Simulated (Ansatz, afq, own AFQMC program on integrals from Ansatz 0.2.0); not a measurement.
# WN₂ (quintet): quantum Monte Carlo beside coupled cluster at distance W1–N3 = 2.264 Å, def2-SVP

Aim: compute WN₂ (quintet) with auxiliary-field quantum Monte Carlo on the same integrals as coupled cluster, and set the energies side by side.

Computed with Ansatz 0.2.0, Gaussian basis, and an in-house AFQMC program (afq) on its integrals; all values are calculated. Level: def2-SVP, frozen cores.

To be run: PBE (unrestricted); r2SCAN (unrestricted); PBE0 (unrestricted); B3LYP (unrestricted); wB97M-V (unrestricted); B2PLYP (unrestricted); CCSD(T) on UHF; CCSDT(Q) on UHF; Phaseless AFQMC, CISD trial on UHF.

**1. What is computed**

The geometry derives from a PBE0/def2-TZVP stationary point (not a proven minimum). One bond is set to the value named and the two fragments are kept rigid. No spin-orbit coupling is included. Elements past krypton take def2 core potentials.

3 atoms, charge 0, spin multiplicity 5.

Atoms are counted from 1 here; the program's logs count them from 0.

Bond lengths: W1–N2 1.660 Å.

Coordinates:

```xyz
3
charge 0, multiplicity 5
W     0.0000    0.1449   -0.0716
N     0.0000   -1.1750   -1.0787
N     0.0000   -0.7271    2.0178
```

**2. PBE (unrestricted)**

File in.yaml:

```yaml
crystal:
  periodic: [false, false, false]
  atoms:
    - {symbol: W, position_ang: [0.000000, 0.144915, -0.071552]}
    - {symbol: N, position_ang: [0.000000, -1.174969, -1.078654]}
    - {symbol: N, position_ang: [0.000000, -0.727063, 2.017790]}
basis:
  gaussian: {orbitals: def2-SVP}
magnetization: {spin_polarized: true, initial_magnetization: 4}
hamiltonian: {xc: {name: PBE}}
output: {orbitals: {seedname: orbitals}}
```

Run with:

```console
ansatz run in.yaml --threads 1 --pin off --events-out ev --progress --plain --max-ram 5632MiB --backend cpu
```

The log of the run:

```text
Functional definition: PBE
  name "PBE"
  cite "Perdew, Burke & Ernzerhof, Phys. Rev. Lett. 77, 3865 (1996) doi:10.1103/PhysRevLett.77.3865"
  parent pbe
  parameter kappa = 0.804
  parameter beta = 0.06672455060314922
  exchange = pbe_x(kappa = kappa, mu = beta*pi^2/3)
  correlation = pbe_c(beta = beta)
651 factors; their error is unknown
mean field evaluation 1: about -4780.1729 eV, gradient 6.0e1 eV
mean field evaluation 2: about -4569.8035 eV, gradient 1.7e2 eV
mean field evaluation 4: about -4790.7512 eV, gradient 2.8e1 eV
mean field evaluation 8: about -4795.2912 eV, gradient 1.6e-1 eV
mean field evaluation 16: about -4795.2503 eV, gradient 9.3e-4 eV
mean field evaluation 32: about -4794.1559 eV, gradient 5.6e-3 eV
mean field -4795.25032021 eV, -176.2221989305 hartree, gradient 6.2e-6 eV, S^2 6.018191; 7 other end points of the search recorded, 0 dependent functions left out
reference -4795.25036495 eV, -176.2222005746 hartree; 16, 12 occupied and 44, 48 virtual orbitals, 651 factors
Total energy: -4795.25036495 eV, -176.2222005746 hartree
```

It took 4 s on 1 thread of AMD EPYC 7R13 (Zen 3), shared host; peak memory 1.7 GiB.

From the report: ⟨S²⟩ of the determinant 6.018 (pure quintet: 6.00).

**3. r2SCAN (unrestricted)**

Changes to in.yaml since step 2:

```diff
@@ -9,3 +9,2 @@
 magnetization: {spin_polarized: true, initial_magnetization: 4}
-hamiltonian: {xc: {name: PBE}}
-output: {orbitals: {seedname: orbitals}}
+hamiltonian: {xc: {name: r2SCAN}}
```

Same command.

The log of the run:

```text
Functional definition: r2SCAN
  name "r2SCAN"
  cite "Furness, Kaplan, Ning, Perdew & Sun, J. Phys. Chem. Lett. 11, 8208 (2020) doi:10.1021/acs.jpclett.0c02405"
  cite "Furness, Kaplan, Ning, Perdew & Sun, J. Phys. Chem. Lett. 11, 9248 (2020) doi:10.1021/acs.jpclett.0c03077"
  parent r2scan
  parameter k0 = 0.174
  parameter k1 = 0.065
  parameter a1 = 4.9479
  exchange = r2scan_x(k0 = k0, k1 = k1, a1 = a1)
  correlation = r2scan_c
651 factors; their error is unknown
mean field evaluation 1: about -4783.7786 eV, gradient 5.5e1 eV
mean field evaluation 2: about -4608.3249 eV, gradient 1.6e2 eV
mean field evaluation 4: about -4795.1900 eV, gradient 1.6e1 eV
mean field evaluation 8: about -4796.7377 eV, gradient 2.1e-1 eV
mean field evaluation 16: about -4796.7012 eV, gradient 9.2e-4 eV
mean field evaluation 32: about -4795.5851 eV, gradient 7.7e-5 eV
mean field -4796.70120822 eV, -176.2755180811 hartree, gradient 3.2e-5 eV, S^2 6.037227; 4 other end points of the search recorded, 0 dependent functions left out
reference -4796.70123539 eV, -176.2755190798 hartree; 16, 12 occupied and 44, 48 virtual orbitals, 651 factors
Total energy: -4796.70123539 eV, -176.2755190798 hartree
```

Wall time 7 s (1 thread of AMD EPYC 7R13 (Zen 3), shared host); peak memory 1.7 GiB.

From the report: ⟨S²⟩ of the determinant 6.037 (pure quintet: 6.00).

**4. PBE0 (unrestricted)**

Changes to in.yaml since step 3:

```diff
@@ -9,2 +9,3 @@
 magnetization: {spin_polarized: true, initial_magnetization: 4}
-hamiltonian: {xc: {name: r2SCAN}}
+hamiltonian: {xc: {name: PBE0}}
+output: {orbitals: {seedname: orbitals}}
```

The command is unchanged.

The log of the run (excerpt; [...] marks lines left out):

```text
Functional definition: PBE0
  name "PBE0"
  cite "Adamo & Barone, J. Chem. Phys. 110, 6158 (1999) doi:10.1063/1.478522"
  cite "Perdew, Burke & Ernzerhof, Phys. Rev. Lett. 77, 3865 (1996) doi:10.1103/PhysRevLett.77.3865"
  parent pbe
[...]
598 factors; integrals over basis functions are off by at most 1.0e-3 eV
[...]
mean field -4793.35001160 eV, -176.1523638770 hartree, gradient 5.1e-6 eV, S^2 6.032618; 1 other end points of the search recorded, 0 dependent functions left out
reference -4793.35004591 eV, -176.1523651379 hartree; 16, 12 occupied and 44, 48 virtual orbitals, 598 factors
Total energy: -4793.35004591 eV, -176.1523651379 hartree
```

Wall time 2.4 s (1 thread of AMD EPYC 7R13 (Zen 3), shared host); peak memory 1.7 GiB.

From the report: ⟨S²⟩ of the determinant 6.033 (pure quintet: 6.00).

**5. B3LYP (unrestricted)**

Changes to in.yaml since step 4:

```diff
@@ -9,3 +9,2 @@
 magnetization: {spin_polarized: true, initial_magnetization: 4}
-hamiltonian: {xc: {name: PBE0}}
-output: {orbitals: {seedname: orbitals}}
+hamiltonian: {xc: {name: B3LYP}}
```

Launched as before.

The log of the run (excerpt; [...] marks lines left out):

```text
Functional definition: B3LYP
  name "B3LYP"
  cite "Stephens, Devlin, Chabalowski & Frisch, J. Phys. Chem. 98, 11623 (1994) doi:10.1021/j100096a001"
  cite "Becke, Phys. Rev. A 38, 3098 (1988) doi:10.1103/PhysRevA.38.3098"
  cite "Lee, Yang & Parr, Phys. Rev. B 37, 785 (1988) doi:10.1103/PhysRevB.37.785"
  cite "Vosko, Wilk & Nusair, Can. J. Phys. 58, 1200 (1980) doi:10.1139/p80-159"
[...]
598 factors; integrals over basis functions are off by at most 1.0e-3 eV
[...]
mean field -4797.72216259 eV, -176.3130374625 hartree, gradient 3.4e-6 eV, S^2 6.023215; 3 other end points of the search recorded, 0 dependent functions left out
reference -4797.72237583 eV, -176.3130452988 hartree; 16, 12 occupied and 44, 48 virtual orbitals, 598 factors
Total energy: -4797.72237583 eV, -176.3130452988 hartree
```

Run time: 2.6 s. Hardware: 1 thread of AMD EPYC 7R13 (Zen 3), shared host; peak memory 1.7 GiB.

From the report: ⟨S²⟩ of the determinant 6.023 (pure quintet: 6.00).

**6. wB97M-V (unrestricted)**

Changes to in.yaml since step 5:

```diff
@@ -9,2 +9,3 @@
 magnetization: {spin_polarized: true, initial_magnetization: 4}
-hamiltonian: {xc: {name: B3LYP}}
+hamiltonian: {xc: {name: wB97M-V}}
+output: {orbitals: {seedname: orbitals}}
```

Launched as before.

The log of the run (excerpt; [...] marks lines left out):

```text
Functional definition: wB97M-V
  name "wB97M-V"
  cite "Mardirossian & Head-Gordon, J. Chem. Phys. 144, 214110 (2016) doi:10.1063/1.4952647"
  cite "Becke, J. Chem. Phys. 107, 8554 (1997) doi:10.1063/1.475007"
  cite "Vydrov & Van Voorhis, J. Chem. Phys. 133, 244103 (2010) doi:10.1063/1.3521275"
  # Of w^i u^j: cxij and so on, Table III.
[...]
  gx(w, u) = 1 - cx + cx01*u + cx10*w
  gss(w, u) = css00 + css04*u^4 + css10*w + css20*w^2 + css43*w^4*u^3
  gos(w, u) = cos00 + cos10*w + (cos20 + cos21*u)*w^2 + (cos60 + cos61*u)*w^6
[...]
      + integral(e_c_pw_mod_opposite_spin*gos(b97_w_opposite, b97_u_opposite)) + vv10(b, c)
598 factors; integrals over basis functions are off by at most 1.0e-3 eV
135 factors; integrals over basis functions are off by at most 6.1e-4 eV
[...]
mean field -4793.27167648 eV, -176.1494851143 hartree, gradient 3.7e-5 eV, S^2 6.034035; 5 other end points of the search recorded, 0 dependent functions left out
reference -4793.27172567 eV, -176.1494869220 hartree; 16, 12 occupied and 44, 48 virtual orbitals, 598 factors
Total energy: -4793.27172567 eV, -176.1494869220 hartree
```

Wall time 11 s (1 thread of AMD EPYC 7R13 (Zen 3), shared host); peak memory 1.7 GiB.

From the report: ⟨S²⟩ of the determinant 6.034 (pure quintet: 6.00).

**7. B2PLYP (unrestricted)**

Changes to in.yaml since step 6:

```diff
@@ -9,3 +9,3 @@
 magnetization: {spin_polarized: true, initial_magnetization: 4}
-hamiltonian: {xc: {name: wB97M-V}}
-output: {orbitals: {seedname: orbitals}}
+hamiltonian: {xc: {name: B2PLYP}}
+correlation: {electrons: outside_noble_gas}
```

Launched as before.

The log of the run (excerpt; [...] marks lines left out):

```text
Functional definition: B2PLYP
  name "B2PLYP"
  cite "Grimme, J. Chem. Phys. 124, 034108 (2006) doi:10.1063/1.2148954"
  cite "Becke, Phys. Rev. A 38, 3098 (1988) doi:10.1103/PhysRevA.38.3098"
  cite "Lee, Yang & Parr, Phys. Rev. B 37, 785 (1988) doi:10.1103/PhysRevB.37.785"
[...]
598 factors; integrals over basis functions are off by at most 1.0e-3 eV
[...]
mean field -4784.62654643 eV, -175.8317824450 hartree, gradient 6.3e-6 eV, S^2 6.074439; 6 other end points of the search recorded, 0 dependent functions left out
6 core orbitals not correlated: weight in the atoms' cores, before any rotation towards them, 0.988 or more for the frozen orbitals, at most 0.009 for the correlated occupied ones
reference -4784.62668094 eV, -175.8317873880 hartree; 10, 6 occupied and 44, 48 virtual orbitals, 598 factors
second order -16.62023574 eV of doubles, -0.00000000 eV of singles
Total energy: -4789.11414459 eV, -175.9966986354 hartree
```

It took 6 s on 1 thread of AMD EPYC 7R13 (Zen 3), shared host; peak memory 1.7 GiB.

From the report: ⟨S²⟩ of the determinant 6.074 (pure quintet: 6.00).

**8. CCSD(T) on UHF**

Changes to in.yaml since step 7:

```diff
@@ -9,3 +9,2 @@
 magnetization: {spin_polarized: true, initial_magnetization: 4}
-hamiltonian: {xc: {name: B2PLYP}}
-correlation: {electrons: outside_noble_gas}
+correlation: {method: ccsd_t, electrons: outside_noble_gas, hamiltonian_folder: ham}
```

Run with:

```console
ansatz run in.yaml --threads 1 --pin off --events-out ev --progress --plain --max-ram 16896MiB --backend cuda --devices 0, --max-vram 18GiB
```

The log of the run (excerpt; [...] marks lines left out):

```text
Functional definition: HF
  name "HF"
  cite "Fock, Z. Phys. 61, 126 (1930) doi:10.1007/BF01340294"
  parent pbe
[...]
598 factors; integrals over basis functions are off by at most 1.0e-3 eV
[...]
mean field -4762.91745422 eV, -175.0339880211 hartree, gradient 1.5e-6 eV, S^2 6.648476; 34 other end points of the search recorded, 0 dependent functions left out
determinant -4762.91745422 eV, -175.0339880211 hartree, with singles and doubles -4774.56742900 eV, -175.4621166976 hartree
determinant -4762.04825391 eV, -175.0020454989 hartree, with singles and doubles -4773.58995411 eV, -175.4261951581 hartree
determinant -4761.75356469 eV, -174.9912158700 hartree, with singles and doubles -4773.36999196 eV, -175.4181116983 hartree
determinant -4761.61223825 eV, -174.9860222190 hartree, with singles and doubles -4772.91619213 eV, -175.4014348619 hartree
[...]
determinant -4759.67398523 eV, -174.9147927343 hartree, with singles and doubles -4770.46743382 eV, -175.3114446539 hartree
determinant -4759.66276561 eV, -174.9143804209 hartree, with singles and doubles -4771.33328480 eV, -175.3432640905 hartree
determinant -4759.59820968 eV, -174.9120080342 hartree, with singles and doubles -4770.28645141 eV, -175.3047936731 hartree
6 core orbitals not correlated: weight in the atoms' cores, before any rotation towards them, 0.978 or more for the frozen orbitals, at most 0.017 for the correlated occupied ones
reference -4762.91745422 eV, -175.0339880211 hartree; 10, 6 occupied and 44, 48 virtual orbitals, 598 factors
second order -10.56856043 eV of doubles, -0.00000000 eV of singles
cycle   1  -11.65884808 eV  change   -8.9e-3 eV  update   8.1e-3
[...]
cycle  17  -11.68220169 eV  change   -7.5e-6 eV  update   2.4e-6
perturbative correction -0.62118460 eV, -0.0228281131 hartree
Total energy: -4775.22084051 eV, -175.4861291277 hartree
```

Wall time 49 s (1 × NVIDIA H100 80GB HBM3 with 1 thread of AMD EPYC 7R13 (Zen 3), shared host); peak host memory 1.7 GiB.

From the report: ⟨S²⟩ of the determinant 6.648 (pure quintet: 6.00); correlation -12.3034 eV; T1 0.080; largest double amplitude 0.10. The determinant is far from a pure spin state, so its energy mixes those of several spin states (harmless only where they are near-degenerate, as at dissociation).

This run also writes the integrals to the folder ham.

**9. CCSDT(Q) on UHF**

Changes to in.yaml since step 8:

```diff
@@ -9,2 +9,2 @@
 magnetization: {spin_polarized: true, initial_magnetization: 4}
-correlation: {method: ccsd_t, electrons: outside_noble_gas, hamiltonian_folder: ham}
+correlation: {method: ccsdt_q, electrons: outside_noble_gas}
```

The command is unchanged.

The log of the run (excerpt; [...] marks lines left out):

```text
Functional definition: HF
  name "HF"
  cite "Fock, Z. Phys. 61, 126 (1930) doi:10.1007/BF01340294"
  parent pbe
[...]
1136 factors; integrals over basis functions are off by at most 1.6e-7 eV
[...]
mean field -4762.91762072 eV, -175.0339941398 hartree, gradient 1.5e-6 eV, S^2 6.648471; 34 other end points of the search recorded, 0 dependent functions left out
determinant -4762.91762072 eV, -175.0339941398 hartree, with singles and doubles -4774.56758102 eV, -175.4621222843 hartree
determinant -4762.04842170 eV, -175.0020516650 hartree, with singles and doubles -4773.59010287 eV, -175.4262006250 hartree
determinant -4761.75373667 eV, -174.9912221898 hartree, with singles and doubles -4773.37014913 eV, -175.4181174740 hartree
determinant -4761.61241000 eV, -174.9860285309 hartree, with singles and doubles -4772.91635162 eV, -175.4014407232 hartree
[...]
determinant -4759.67414298 eV, -174.9147985315 hartree, with singles and doubles -4770.46759066 eV, -175.3114504175 hartree
determinant -4759.66294631 eV, -174.9143870613 hartree, with singles and doubles -4771.33326802 eV, -175.3432634740 hartree
determinant -4759.59837680 eV, -174.9120141756 hartree, with singles and doubles -4770.28661172 eV, -175.3047995642 hartree
6 core orbitals not correlated: weight in the atoms' cores, before any rotation towards them, 0.978 or more for the frozen orbitals, at most 0.017 for the correlated occupied ones
reference -4762.91762072 eV, -175.0339941398 hartree; 10, 6 occupied and 44, 48 virtual orbitals, 1136 factors
second order -10.56857475 eV of doubles, -0.00000000 eV of singles
cycle   1  -10.18078552 eV  change    3.9e-1 eV  update   2.2e-1
[...]
cycle  41  -12.42568136 eV  change   -2.4e-7 eV  update   6.2e-7
perturbative correction -0.11517160 eV, -0.0042324784 hartree
Total energy: -4775.45847368 eV, -175.4948619857 hartree
```

Wall time 69 s (1 × NVIDIA H100 80GB HBM3 with 1 thread of AMD EPYC 7R13 (Zen 3), shared host); peak host memory 1.7 GiB.

From the report: ⟨S²⟩ of the determinant 6.648 (pure quintet: 6.00); correlation -12.5409 eV; T1 0.087; largest double amplitude 0.11. The determinant is far from a pure spin state, so its energy mixes those of several spin states (harmless only where they are near-degenerate, as at dissociation).

**10. Phaseless AFQMC, CISD trial on UHF**

It reads the integrals that the CCSD(T) run on this determinant wrote.

Run with:

```console
afq ham --method phaseless --trial cisd --walkers 4000 --populations 20 --least-time 60 --time-step 0.005 --steps-per-block 50 --equilibration-blocks 40 --max-blocks 4000 --target-error 0.00024 --factor-cut 1e-05 --start spin_pure --seed 734 --release-times 0.24,0.51,0.99,1.5 --release-step 0.03 --release-every 4 --taylor-order 6
```

The log of the run:

```text
orbitals 54  electrons 10 6  factors 452 of 598
reference energy -175.03398802 Eh
CCSD correlation -0.42931329 Eh in 24 cycles, weight of the determinant in the CISD state 0.6702
energy of the start -175.386402 Eh
 block  time / (1/Eh)  mean weight  energy / Eh
     1     0.250  1.0004  -175.420789
     2     0.500  1.0002  -175.443503
     3     0.750  1.0001  -175.457146
     4     1.000  1.0000  -175.467227
     5     1.250  0.9998  -175.474089
     6     1.500  1.0001  -175.478043
     7     1.750  1.0001  -175.480906
     8     2.000  0.9999  -175.483381
     9     2.250  1.0000  -175.484063
    10     2.500  0.9998  -175.483288
    11     2.750  1.0001  -175.481809
    13     3.250  1.0000  -175.487239
    15     3.750  1.0001  -175.487524
    17     4.250  0.9998  -175.490727
    19     4.750  0.9998  -175.493209
    21     5.250  1.0001  -175.491745
    23     5.750  0.9997  -175.486856
    25     6.250  1.0000  -175.489578
    27     6.750  1.0001  -175.488726
    29     7.250  0.9998  -175.488209
    31     7.750  0.9998  -175.488228
    33     8.250  1.0002  -175.487323
    35     8.750  0.9999  -175.491744
    37     9.250  1.0000  -175.500021
    39     9.750  0.9996  -175.493142
    41    10.250  1.0001  -175.490015
    43    10.750  0.9998  -175.489157
    45    11.250  1.0002  -175.490793
    47    11.750  0.9996  -175.494201
    49    12.250  0.9998  -175.494707
    51    12.750  0.9995  -175.493640
    53    13.250  1.0000  -175.491773
    55    13.750  0.9997  -175.488274
    57    14.250  1.0002  -175.490121
    59    14.750  1.0003  -175.489653
    61    15.250  1.0002  -175.492606
    63    15.750  0.9998  -175.493603
    65    16.250  1.0002  -175.491979
    67    16.750  1.0006  -175.493519
    69    17.250  0.9998  -175.489235
    71    17.750  0.9994  -175.489945
    73    18.250  0.9999  -175.490065
    75    18.750  1.0002  -175.487714
    77    19.250  0.9995  -175.490927
    79    19.750  0.9996  -175.490131
    81    20.250  1.0000  -175.490456
    83    20.750  0.9998  -175.492853
    85    21.250  1.0004  -175.494464
    87    21.750  0.9994  -175.488520
    89    22.250  0.9997  -175.492598
    91    22.750  1.0002  -175.492661
error from the spread of 20 populations
released: time / (1/Eh)  energy / Eh  error  mean overlap
  0.24  -175.491837  0.000742  0.9993
  0.51  -175.492652  0.000774  0.9986
  0.99  -175.493582  0.000619  0.9936
  1.50  -175.491256  0.000636  1.0060
energy -175.491529 +/- 0.000655 Eh
```

Run time: 3.3 min. Hardware: 1 × NVIDIA H100 80GB HBM3 with 2 threads of AMD EPYC 7R13 (Zen 3), shared host; peak host memory 1.7 GiB.

Energy -4775.3678 ± 0.0178 eV. Caveats: constraint bias not in the error; error above the target.

**11. AFQMC on the ladder**

On the UHF determinant, counted from CCSDT(Q) (a yardstick, not exact):

```csv
level,energy (eV),from CCSDT(Q) (kJ/mol),statistical error (kJ/mol),time
HF,-4762.9175,+1210.0,,
MP2,-4773.4860,+190.3,,
CCSD,-4774.5997,+82.9,,
CCSD(T),-4775.2208,+22.9,,
CCSDT(Q),-4775.4585,0.0,,
"Phaseless AFQMC, CISD trial, step 0.005, 4000 walkers",-4775.3678,+8.8,1.7,3.3 min
```

The functionals' totals stand on their own zeros and serve differences with other points: PBE -4795.250 eV; r2SCAN -4796.701 eV; PBE0 -4793.350 eV; B3LYP -4797.722 eV; wB97M-V -4793.272 eV; B2PLYP -4789.114 eV.

**12. Results**

```
                                        quantity              value
                    CCSD(T) on UHF from CCSDT(Q)       +22.9 kJ/mol
Phaseless AFQMC, CISD trial on UHF from CCSDT(Q)  +8.8 ± 1.7 kJ/mol
```

On UHF the phaseless walk with the CISD trial lies +8.8 kJ/mol from CCSDT(Q), 5 times its error bar. Error bars are statistical and leave out the constraint, the time step and what remains of the start. W carries a core potential, and spin-orbit coupling is left out.
